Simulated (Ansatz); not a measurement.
# Te2Pb5Se3: the cost of one run

Method: DFT PBE, scalar-relativistic, plane waves, PAW, unless a step names another level, in Ansatz 0.2.0.

2 further runs of the same task are left out: 1 that didn't finish, 1 set aside as unsound or not needed. Runs told in other sessions of the task aren't counted.

## (1) The system as given

It takes space group I4/mmm (No. 139, tetragonal). Conventional cell: a = 4.508 Å, b = 4.508 Å, c = 31.808 Å, α = 90.00°, β = 90.00°, γ = 90.00°. Te (site symmetry 4mm) is surrounded by 6 Pb at 3.19 to 3.26 Å. Around Pb (site symmetry 4mm) lie 5 Se at 3.06 to 3.19 Å and 1 Te at 3.26 Å. Pb (site symmetry 4mm) is surrounded by 2 Se at 3.16 to 3.20 Å and 4 Te at 3.19 Å. Pb (site symmetry 4/mmm) has 4 Se at 3.19 Å and 2 Te at 3.23 Å in its first shell of neighbours. Se (site symmetry 4/mmm) has 6 Pb at 3.16 to 3.19 Å in its first shell of neighbours. Se (site symmetry 4mm) is surrounded by 6 Pb at 3.06 to 3.20 Å.

As a file:

```
Te Pb Se
1.0
    -2.25401    2.25401   15.90375
     2.25401   -2.25401   15.90375
     2.25401    2.25401  -15.90375
Te Pb Se
2 5 3
Cartesian
  0.0000 0.0000 28.5783
  0.0000 0.0000 3.2292
  0.0000 0.0000 25.3143
  0.0000 0.0000 12.7464
  0.0000 0.0000 0.0000
  0.0000 0.0000 19.0611
  0.0000 0.0000 6.4932
  0.0000 0.0000 15.9038
  0.0000 0.0000 22.2581
  0.0000 0.0000 9.5494
```

It is the end of an earlier relaxation with the same method, from a generated guess; it is a trial structure. At a tolerance of 0.02 Å it has space group I4/mmm (No. 139); it has 32.32 Å³/atom, an uncorrected energy of -0.48 eV/atom over the elements.

## (2) Static run: bands, density of states and charges

The input, input.yaml:

```yaml
crystal:
  lattice:
    - [-2.2540118002, 2.2540118002, 15.9037503281]
    - [2.2540118002, -2.2540118002, 15.9037503281]
    - [2.2540118002, 2.2540118002, -15.9037503281]
  atoms:
    - { symbol: Te, position: [0.8984768428, 0.8984768428, 0.0] }
    - { symbol: Te, position: [0.1015231572, 0.1015231572, 0.0] }
    - { symbol: Pb, position: [0.795860524, 0.795860524, 0.0] }
    - { symbol: Pb, position: [0.4007353943, 0.4007353943, 0.0] }
    - { symbol: Pb, position: [0.0, 0.0, 0.0] }
    - { symbol: Pb, position: [0.5992646057, 0.5992646057, 0.0] }
    - { symbol: Pb, position: [0.204139476, 0.204139476, 0.0] }
    - { symbol: Se, position: [0.5, 0.5, 0.0] }
    - { symbol: Se, position: [0.6997757335, 0.6997757335, 0.0] }
    - { symbol: Se, position: [0.3002242665, 0.3002242665, 0.0] }
basis:
  ecutwfc: 420
kpoints:
  mp_grid: { grid: [12, 12, 12] }
  band_path:
    path:
      - [[0.0, 0.0, 0.0], [0.0, 0.0, 0.5], [0.25, 0.25, 0.25], [0.0, 0.5, 0.0], [0.0, 0.0, 0.0], [0.5, 0.5, -0.5], [0.25502173, 0.74497827, -0.25502173]]
      - [[-0.25502173, 0.25502173, 0.25502173], [0.0, 0.0, 0.0]]
      - [[0.0, 0.0, 0.5], [-0.01004346, 0.01004346, 0.5]]
      - [[0.5, 0.5, -0.01004346], [0.5, 0.5, -0.5]]
    npoints: 14
hamiltonian:
  xc: pbe
scf:
  occupations: { method: gaussian, width: 0.02 }
  n_extra_bands: 25
output:
  forces: true
  stress: true
  eigenvalues: true
  populations: true
  dos: { projected: true, de: 0.02, nscf_kmesh: { grid: [18, 18, 18] } }
  bader: true
  write_density: true
  write_potential: true
  elf: true
  volumetric_format: npy
```

Command:

```console
$ ansatz run input.yaml --threads 4 --pin off --max-ram 8192MiB --backend cpu --events-out ev --progress --plain --runs-dir out
```

**Question.** How long does this run take on 4 threads of Intel Xeon at 2.50GHz (Skylake/Cascade Lake), shared host, and how much memory does it need?

About 13 min, with a peak of 7.7 GiB.
